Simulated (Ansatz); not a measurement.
# F2GeH6O8Si2: up Jacob's ladder to CCSD(T)

The task here is to estimate one member of a computed series from the others.

The runs use Ansatz 0.2.0, Gaussian basis; functionals in def2-TZVPP, the program's frozen cores in correlated methods.

Levels to be run: LDA (SPW92), PBE-D4, revPBE-D4, BLYP-D4, r2SCAN-D4, B97M-V, PBE0-D4, B3LYP-D4, r2SCANh-D4, r2SCAN0-D4, HSE06-D4, BHLYP-D4, CAM-B3LYP-D4, LC-ωPBE, ωB97X-V, ωB97M-V, B2PLYP, PBE-QIDH; CCSD(T)/def2-SVP; CCSD(T)/def2-TZVPP; MP2/def2-QZVPP; extrapolation to the limit; RPA on PBE.

### Structure used throughout

All runs share one geometry, relaxed beforehand with PBE0-D4 in a triple-zeta def2 set.

19 atoms, charge 0, spin multiplicity 1.

Atoms are counted from 1 here; the program's logs count them from 0.

Bond lengths: O1–Si2 1.620 Å, O1–H14 0.958 Å, Si2–O3 1.620 Å, Si2–O4 1.648 Å, Si2–O5 1.633 Å, O3–H15 0.964 Å, O4–H16 0.959 Å, O5–Ge6 1.726 Å, Ge6–F7 1.703 Å, Ge6–F8 1.703 Å, Ge6–O9 1.726 Å, O9–Si10 1.634 Å, Si10–O11 1.626 Å, Si10–O12 1.630 Å, Si10–O13 1.627 Å, O11–H17 0.958 Å, O12–H18 0.968 Å, O13–H19 0.958 Å. Angles: Si2–O1–H14 117.8°, O1–Si2–O3 108.5°, O1–Si2–O4 107.9°, O1–Si2–O5 112.2°, O3–Si2–O4 113.1°, O3–Si2–O5 110.2°, O4–Si2–O5 105.1°, Si2–O3–H15 115.1°, Si2–O4–H16 116.9°, Si2–O5–Ge6 136.3°, O5–Ge6–F7 111.1°, O5–Ge6–F8 107.6°, O5–Ge6–O9 113.7°, F7–Ge6–F8 106.3°, F7–Ge6–O9 108.5°, F8–Ge6–O9 109.3°, Ge6–O9–Si10 135.5°, O9–Si10–O11 103.1° and more.

The first run:

in.yaml

```yaml
crystal:
  periodic: [false, false, false]
  atoms:
    - {symbol: O, position_ang: [-1.069361, -1.105316, -3.300931]}
    - {symbol: Si, position_ang: [-0.368375, -0.751530, -1.883746]}
    - {symbol: O, position_ang: [1.217078, -1.062603, -2.002174]}
    - {symbol: O, position_ang: [-1.115242, -1.640198, -0.714405]}
    - {symbol: O, position_ang: [-0.605925, 0.805193, -1.450756]}
    - {symbol: Ge, position_ang: [-1.260651, 1.633923, -0.085970]}
    - {symbol: F, position_ang: [-2.949982, 1.434446, 0.001137]}
    - {symbol: F, position_ang: [-0.988419, 3.299711, -0.314635]}
    - {symbol: O, position_ang: [-0.572995, 1.144943, 1.419517]}
    - {symbol: Si, position_ang: [0.776882, 0.347408, 1.879473]}
    - {symbol: O, position_ang: [0.505192, 0.041478, 3.453242]}
    - {symbol: O, position_ang: [1.022831, -0.983568, 0.970510]}
    - {symbol: O, position_ang: [2.129430, 1.210552, 1.611328]}
    - {symbol: H, position_ang: [-0.534206, -1.038505, -4.092759]}
    - {symbol: H, position_ang: [1.718234, -0.945733, -1.186960]}
    - {symbol: H, position_ang: [-1.587224, -2.423984, -1.000749]}
    - {symbol: H, position_ang: [1.154775, -0.491595, 3.913556]}
    - {symbol: H, position_ang: [0.240011, -1.499771, 0.731705]}
    - {symbol: H, position_ang: [2.246149, 2.020648, 2.109021]}
basis:
  gaussian: {orbitals: def2-TZVPP}
hamiltonian: {xc: lda}
output: {orbitals: {seedname: orbitals}}
```

Started as:

```sh
$ ansatz run in.yaml --threads 11 --pin off --events-out ev --progress --plain --max-ram 174080MiB --backend cuda --devices 0, --max-vram 75GiB
```

Among the steps run: LDA; PBE-D4 (GGA); revPBE-D4 (GGA); BLYP-D4 (GGA); r2SCAN-D4 (meta-GGA); B97M-V (meta-GGA); PBE0-D4 (hybrid); B3LYP-D4 (hybrid); r2SCANh-D4 (hybrid); r2SCAN0-D4 (hybrid); HSE06-D4 (hybrid); BHLYP-D4 (hybrid); CAM-B3LYP-D4 (range-separated); LC-ωPBE (range-separated); ωB97X-V (range-separated); ωB97M-V (range-separated); B2PLYP (double hybrid); PBE-QIDH (double hybrid).

One of the session's tables, all rows but one given; the rest of the session is left out.

It belongs to the step «Frontier levels by functional». 

| functional | HOMO (eV) | gap (eV) |
| --- | --- | --- |
| LDA (SPW92) | -7.79 | 5.68 |
| PBE-D4 | -7.55 | 5.82 |
| revPBE-D4 | -7.46 | 5.91 |
| BLYP-D4 | -7.46 | 5.75 |
| r2SCAN-D4 | -7.98 | 6.65 |
| B97M-V | -8.06 | 6.61 |
| PBE0-D4 | -9.33 | 8.67 |
| B3LYP-D4 | -9.05 | 8.02 |
| r2SCANh-D4 | -8.64 | 7.69 |
| r2SCAN0-D4 | -9.64 | 9.23 |
| HSE06-D4 | -8.92 | 7.88 |
| BHLYP-D4 | -11.07 | 11.33 |
| CAM-B3LYP-D4 | -10.86 | 11.12 |
| LC-ωPBE | -12.23 | 13.91 |
| ωB97X-V | ? | ? |
| ωB97M-V | -11.80 | 12.94 |

**Question.** Estimate the row for ωB97X-V.

**Answer.** HOMO (eV): -11.87; gap (eV): 13.32. In the column «HOMO (eV)» it lies between LC-ωPBE (-12.23) and ωB97M-V (-11.80).
